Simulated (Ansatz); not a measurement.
**The pair Br···CH₄, charge −1: a pair, distance and angle**

A grid of calculations on the pair Br···CH₄, charge −1, to see where the energy is lowest and how it rises around there.

Method: RKS B3LYP-D4/def2-TZVPD; program: Ansatz 0.2.0.

## Step 1: Where the work starts

6 atoms, charge -1, spin multiplicity 1.

Atoms are counted from 1 here; the program's logs count them from 0.

Bond lengths: C2–H3 1.112 Å, C2–H4 1.107 Å, C2–H5 1.107 Å, C2–H6 1.107 Å. Angles: H3–C2–H4 109.3°, H3–C2–H5 109.7°, H3–C2–H6 109.8°, H4–C2–H5 109.3°, H4–C2–H6 109.3°, H5–C2–H6 109.4°.

As a file:

```
Br    0.13860    0.01452   -3.24365
C    -0.02642   -0.00263    0.64839
H     0.05468    0.00959   -0.46022
H    -1.03863   -0.34486    0.93752
H     0.14330    1.01597    1.04646
H     0.72846   -0.69259    1.07150
```

This geometry comes from a loose relaxation at PBE in a small basis, which is not shown.

## Step 5: The grid

First coordinate, distance H3···Br1: 13 values from 2.427 to 4.427 Å. Second coordinate, turn of Br1 about H3: 13 values from −120 to 120 °.

Nothing else is relaxed (both partners rigid). Energies count from the ion and the molecule far apart, frozen as in the relaxed pair, each in its own basis (no counterpoise correction). Points are written as (first, second).

(The set-up runs are not shown.)

## Step 6: Point (2.857 Å, 0°)

Input file input.yaml:

```yaml
crystal:
  periodic: [false, false, false]
  atoms:
    - { symbol: Br, position_ang: [0.161086, 0.019179, -3.283684] }
    - { symbol: C, position_ang: [-0.03238, -0.003851, 0.66094] }
    - { symbol: H, position_ang: [0.022843, 0.00288, -0.430077] }
    - { symbol: H, position_ang: [-1.021707, -0.339296, 0.977175] }
    - { symbol: H, position_ang: [0.145856, 1.002227, 1.044792] }
    - { symbol: H, position_ang: [0.722713, -0.681327, 1.06364] }
total_charge: -1
basis:
  gaussian: { orbitals: def2-TZVPD }
hamiltonian:
  xc: { name: B3LYP }
  dispersion: d4
output:
  forces: true
```

Command:

```sh
$ ansatz run input.yaml --threads 1 --pin off --max-ram 2560MiB --backend cpu --events-out ev --progress --plain --runs-dir out
```

The session goes on with these runs: the other points that were computed.

What does the calculation give? Wanted: lowest point; highest computed point; largest force on an atom.

As calculated:

| quantity | value |
| --- | --- |
| lowest point | (2.857 Å, 0°), −0.11 eV |
| highest computed point | (2.427 Å, −120°), 9.55 eV above the lowest |
| largest force on an atom (eV/Å) | 0.0 at (2.857 Å, 0°) to 29.3 at (2.427 Å, −120°); 0.0 at the lowest point |
| time for the whole task | 11 min on 1 thread, shared host |

What this shows: The lowest computed point is at (2.857 Å, 0°), −0.11 eV from the ion and the molecule far apart, frozen as in the relaxed pair, each in its own basis (no counterpoise correction). The grid is coarse, so the lowest point of the scanned range may lie between grid points; coordinates that were held can hide deeper minima. No other kind of well shows on this grid. The highest computed point, (2.427 Å, −120°), lies 9.55 eV above the lowest. Round the minimum the two coordinates are nearly uncoupled. No counterpoise correction was made, so wells between separate parts tend to come out somewhat too deep.
